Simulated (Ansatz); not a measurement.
# CH₅NSSi: basis-set convergence

An exercise on one series of results from a longer session: the logs are not shown, and one member is left open.

Computed with Ansatz 0.2.0, Gaussian basis. Level: one geometry, several basis sets.

Plan: PBE0-D4/def2-SVP; ωB97M-V/def2-SVP; PBE0-D4/def2-QZVPP; ωB97M-V/def2-QZVPP; the functionals' def2-TZVPP values are taken from earlier runs.

### The relaxed structure

All runs share one geometry, relaxed beforehand with PBE0-D4 in a triple-zeta def2 set.

9 atoms, charge 0, spin multiplicity 1.

Atoms are counted from 1 here; the program's logs count them from 0.

Bond lengths: Si1–N2 1.723 Å, Si1–H5 1.483 Å, Si1–H6 1.497 Å, Si1–H7 1.483 Å, N2–C3 1.252 Å, C3–S4 1.769 Å, C3–H8 1.097 Å, S4–H9 1.345 Å. Angles: N2–Si1–H5 107.6°, N2–Si1–H6 115.1°, N2–Si1–H7 107.6°, H5–Si1–H6 108.2°, H5–Si1–H7 110.2°, H6–Si1–H7 108.2°, Si1–N2–C3 134.8°, N2–C3–S4 130.8°, N2–C3–H8 120.6°, S4–C3–H8 108.6°, C3–S4–H9 96.7°.

The first run:

in.yaml

```yaml
crystal:
  periodic: [false, false, false]
  atoms:
    - {symbol: Si, position_ang: [-0.109109, 1.070209, -0.805229]}
    - {symbol: N, position_ang: [0.140951, -0.633166, -0.725478]}
    - {symbol: C, position_ang: [0.218094, -1.470054, 0.202054]}
    - {symbol: S, position_ang: [0.096359, -1.266652, 1.955439]}
    - {symbol: H, position_ang: [-1.319492, 1.307566, -1.628173]}
    - {symbol: H, position_ang: [-0.303219, 1.746822, 0.515488]}
    - {symbol: H, position_ang: [1.079561, 1.667602, -1.460409]}
    - {symbol: H, position_ang: [0.389351, -2.531359, -0.015751]}
    - {symbol: H, position_ang: [-0.103895, 0.062831, 1.944956]}
basis:
  gaussian: {orbitals: def2-SVP}
hamiltonian: {xc: pbe0, dispersion: d4}
output: {orbitals: {seedname: orbitals}}
```

Run with:

```sh
$ ansatz run in.yaml --threads 2 --pin off --events-out ev --progress --plain --max-ram 4352MiB
```

Among the steps run: PBE0-D4 in def2-SVP; ωB97M-V in def2-SVP; PBE0-D4 in def2-QZVPP; ωB97M-V in def2-QZVPP.

One table of the session follows, with a row left open; its other results are not shown here.

It belongs to the step «Density functionals: the series». 

| functional | basis | HOMO (eV) |
| --- | --- | --- |
| PBE0-D4 | def2-SVP | -7.18 |
| PBE0-D4 | def2-TZVPP | -7.28 |
| PBE0-D4 | def2-QZVPP | ? |
| ωB97M-V | def2-SVP | -9.37 |
| ωB97M-V | def2-TZVPP | -9.51 |
| ωB97M-V | def2-QZVPP | -9.53 |

**Question.** Estimate the row for PBE0-D4, def2-QZVPP.

The run gave: HOMO (eV): -7.31. In the column «HOMO (eV)» it lies between ωB97M-V, def2-SVP (-9.37) and PBE0-D4, def2-TZVPP (-7.28).
